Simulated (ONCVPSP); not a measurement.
# Ni: generating and testing an ONCV potential

Task: generate the file, and judge it by its errors in other configurations, its logarithmic derivatives, its ghosts and its cutoff.

Method: ONCVPSP 4.0.1.1 (patched build), PBE, scalar-relativistic.

### 1 The design

Typed settings, in words:

```
element                 : nickel (Ni, Z = 28)
type                    : optimised norm-conserving Vanderbilt (ONCV)
frozen core             : [Ne] 3s2
valence charge          : 16
reference configuration : 3p6 3d8 4s1.75 4p0.25
partial waves           : 4s: rc 1.70 bohr, ncon 4, nbas 9, qcut 3.1 1/bohr, 2 projectors, debl 2.8 Ha; 3p+4p: rc 1.35 bohr, ncon 5, nbas 8, qcut 8.6 1/bohr, 3 projectors, debl 2.5 Ha; 3d: rc 1.10 bohr, ncon 4, nbas 9, qcut 11.2 1/bohr, 1 projector
local potential         : polynomial inside 1.05 bohr (lpopt 5, dvloc0 0 Ha)
core correction         : Teter function, fcfact 5.75, rcfact 1.2
```

The nodes and maxima of the atom's own shells, from an earlier all-electron run, set the scale for the radii.

All-electron outer shells of the reference configuration (PBE, scalar-relativistic, ld1.x):

```json
{"shell": "2p", "level (eV)": "-845.20", "outermost node (bohr)": "–", "outermost maximum (bohr)": "0.16"}
{"shell": "3s", "level (eV)": "-111.60", "outermost node (bohr)": "0.30", "outermost maximum (bohr)": "0.64"}
{"shell": "3p", "level (eV)": "-71.93", "outermost node (bohr)": "0.27", "outermost maximum (bohr)": "0.65"}
{"shell": "3d", "level (eV)": "-9.40", "outermost node (bohr)": "–", "outermost maximum (bohr)": "0.63"}
{"shell": "4s", "level (eV)": "-5.99", "outermost node (bohr)": "0.92", "outermost maximum (bohr)": "2.21"}
{"shell": "4p", "level (eV)": "-1.49", "outermost node (bohr)": "1.00", "outermost maximum (bohr)": "3.14"}
```

### 2 Generation

Input file Ni.dat:

```
# ATOM AND REFERENCE CONFIGURATION
# atsym  z   nc   nv     iexc    psfile
  Ni 28.00    4    4        4      upf
#
#   n    l    f
    1    0    2.00
    2    0    2.00
    2    1    6.00
    3    0    2.00
    3    1    6.00
    3    2    8.00
    4    0    1.75
    4    1    0.25
#
# PSEUDOPOTENTIAL AND OPTIMIZATION
# lmax
    2
#
#   l,   rc,      ep,       ncon, nbas, qcut
    0    1.70    0.00    4    9    3.10
    1    1.35    0.00    5    8    8.60
    2    1.10    0.00    4    9   11.20
#
# LOCAL POTENTIAL
# lloc, lpopt,  rc(5),   dvloc0
    4    5    1.05    0.00
#
# VANDERBILT-KLEINMAN-BYLANDER PROJECTORs
# l, nproj, debl
    0    2    2.80
    1    3    2.50
    2    1    1.40
#
# MODEL CORE CHARGE
# icmod, fcfact, rcfact
    3    5.75    1.20
#
# LOG DERIVATIVE ANALYSIS
# epsh1, epsh2, depsh
   -4.00    5.00    0.02
#
# OUTPUT GRID
# rlmax, drl
    6.00    0.01
#
# TEST CONFIGURATIONS
# ncnf
    4
# nvcnf
#   n    l    f
    4
    3    1    6.00
    3    2    8.00
    4    0    2.00
    4    1    0.00
#
    4
    3    1    6.00
    3    2    8.00
    4    0    1.00
    4    1    0.00
#
    4
    3    1    6.00
    3    2    8.00
    4    0    0.00
    4    1    0.00
#
    4
    3    1    5.00
    3    2    8.00
    4    0    2.00
    4    1    0.00
#
```

Run with:

```console
$ oncvpsp.x < Ni.dat > Ni.out
```

Before running it: what results should come out? Wanted: cutoffs for 1 and 0.1 mHa per electron, occupied waves; bound ghosts; GHOST(+) flags; largest test error; largest phase difference near zero energy, channels read; rms error of d²Exc/dn², without and with the model core.

As calculated:

| quantity | value |
| --- | --- |
| cutoffs for 1 and 0.1 mHa per electron, occupied waves | 64 Ha and 233 Ha |
| bound ghosts | none found |
| GHOST(+) flags | s at 3 eV |
| largest test error (AE − PS) | -1.6 meV, for 3p6 3d8 4s1 4p0 (2 tests unsolved) |
| largest phase difference near zero energy, channels read | 3.129 rad |
| rms error of d²Exc/dn², without and with the model core | 2.70 and 2.29 mHa |

By total energies transferability is very good where solved: the largest error is 1.6 meV on 8.2 eV, for 3p6 3d8 4s1 4p0. Of the tests 2 gave no usable energy difference, which is a warning in itself. The potential is hard: the looser tolerance needs 64 Ha. The tighter tolerance needs 233 Ha, and converged work needs a cutoff nearer that. At the looser tolerance the 3d wave is the slowest; 3p needs 35 Ha. It is free of bound ghosts as far as tested. Near zero energy the largest phase difference among the channels read is 3.13 rad, in the s channel. A step near π is an extra or missing state, not a misfit of shape. The pseudo curves have a pole with no partner nearby in the atom's: s at 0.09 Ha. At positive energy that is a spurious or a displaced resonance. The program also flags highly localised states, GHOST(+) (s). These are tests on the free atom; a crystal test is still owed.
